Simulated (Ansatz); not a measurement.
# C3H6AlF, SMILES C[C]([AlH2])=CF: a rigid torsion scan

With the Ansatz DFT code, driven from Python.

At the Python prompt:
```pycon
>>> import warnings
>>> import ansatz as az
>>> from ase import Atoms
>>> warnings.simplefilter('ignore', az.DeckWarning)
>>> atoms = Atoms(['C', 'C', 'Al', 'C', 'F', 'H', 'H', 'H', 'H', 'H', 'H'], positions=[
...     [-1.0699, -0.7446, 0.5809],
...     [-0.0135, -0.0353, -0.1952],
...     [1.3181, 1.0364, 0.7664],
...     [0.1476, -0.1373, -1.5298],
...     [-0.8407, -0.8792, -2.2409],
...     [-1.0311, -0.4819, 1.656],
...     [-1.0494, -1.796, 0.4154],
...     [-2.0617, -0.2998, 0.2122],
...     [1.2657, 1.1966, 2.4101],
...     [2.534, 1.748, -0.0015],
...     [0.8663, 0.3362, -2.0531],
... ])
>>> # start the scan from a relaxed geometry
>>> first = (
...     az.Crystal.molecule_from_ase(atoms).calculation()
...     .basis(gaussian='def2-SVP')
...     .functional('cam_b3lyp')
...     .relax(force_tolerance=0.02, max_steps=80)  # relax until the tolerances are met
... )
>>> atoms.positions = first.run(threads=1).report['positions_ang']
>>> start = atoms.get_dihedral(0, 1, 2, 8)
>>> energies = {}
>>> for turn in range(0, 360, 40):
...     turned = atoms.copy()
...     turned.set_dihedral(0, 1, 2, 8, start + turn, indices=[2, 8, 9])
...     calc = (
...         az.Crystal.molecule_from_ase(turned).calculation()
...         .basis(gaussian='def2-SVP')  # atom-centred Gaussian functions
...         .functional('cam_b3lyp')
...     )
...     energies[round((start + turn) % 360)] = calc.run(threads=1).report['free_energy_ev']
...
>>> floor = min(energies.values())
>>> print('dihedral C0-C1-Al2-H8 (deg)   E - E(min) (kJ/mol)')
dihedral C0-C1-Al2-H8 (deg)   E - E(min) (kJ/mol)
>>> for angle, e in sorted(energies.items()):
...     print(f'{angle:8d} {96.485332 * (e - floor):14.3f}  ' + '#' * int(30 * (e - floor) / max(max(energies.values()) - floor, 1e-9)))
...
       0          0.000
      40          9.952  ############
      80         23.513  ##############################
     120         18.098  #######################
     160          3.206  ####
     200          3.212  ####
     240         18.109  #######################
     280         23.476  #############################
     320          9.930  ############
```

Caveats:
- The settings weren't tested for convergence.
- The scan is rigid and the energies are electronic, in a modest basis. With rigid groups the curve can differ much from the relaxed path, the start wasn't checked as a minimum of this torsion, and equivalent turns needn't return to the same energy.
- Wall time of the script: 2.6 min on 1 thread of Arm Neoverse V2, with other jobs on the host, peak memory 0.34 GiB.

(A comment or docstring line of the script was reworded after the run, the code is as it ran.)
